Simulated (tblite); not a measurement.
# C5H12N3OSi: the cost of one run

The runs use tblite 0.8.0 and PySCF 2.14.0, with density-fitted response routines of our own; the level of theory stands in each step. All values are computed, except where a source is named. Atoms count from 0, in the outputs and in this text.

**1. Starting geometry**

22 atoms, charge 1, multiplicity 1; geometry from: force field or distance geometry start.

Bonds of the start (Å): C0–O1 1.41, O1–C2 1.37, C2–C3 1.37, C3–Si4 1.86, C3–N5 1.35, N5–C6 1.45, N5–N7 1.32, N7–N8 1.32, N8–C9 1.46, N8–C2 1.36, C0–H10 1.11, C0–H11 1.11, C0–H12 1.11, Si4–H13 1.49, Si4–H14 1.47, Si4–H15 1.47, C6–H16 1.12, C6–H17 1.13, C6–H18 1.10, C9–H19 1.10, C9–H20 1.11, C9–H21 1.11.

**2. Optimising the geometry with GFN2-xTB**

The job: settings as JSON, then the geometry in Å.

```
{"job": {"kind": "relax", "xc": "GFN2-xTB", "basis": "xTB"}, "charge": 1, "multiplicity": 1}
C      2.749100    -0.003300     0.462400
O      1.721400     0.937100     0.237200
C      0.396300     0.654100     0.030900
C     -0.278200    -0.538100    -0.042900
Si     0.456200    -2.231700     0.173900
N     -1.579900    -0.275600    -0.273200
C     -2.639400    -1.249600    -0.415400
N     -1.680000     1.038700    -0.343000
N     -0.521600     1.637300    -0.172400
C     -0.249700     3.068500    -0.183400
H      2.533300    -0.468700     1.443000
H      2.816700    -0.800700    -0.301000
H      3.744400     0.497100     0.498500
H      1.367100    -2.589900    -0.945600
H      1.102700    -2.379400     1.487300
H     -0.608200    -3.243900     0.141000
H     -2.232400    -2.249200    -0.698000
H     -3.156700    -1.303900     0.583200
H     -3.364000    -0.851300    -1.143000
H     -0.396700     3.459900    -1.205400
H     -0.962000     3.620200     0.466600
H      0.771200     3.291800     0.198200
```

Run with:

```sh
OMP_NUM_THREADS=1 python probes_run.py task.json out
```

One launch serves the whole session: the jobs run in the order shown.

Q: Estimate the wall time of this first job on 1 thread of Arm Neoverse V2, shared host.

About 1.5 s.
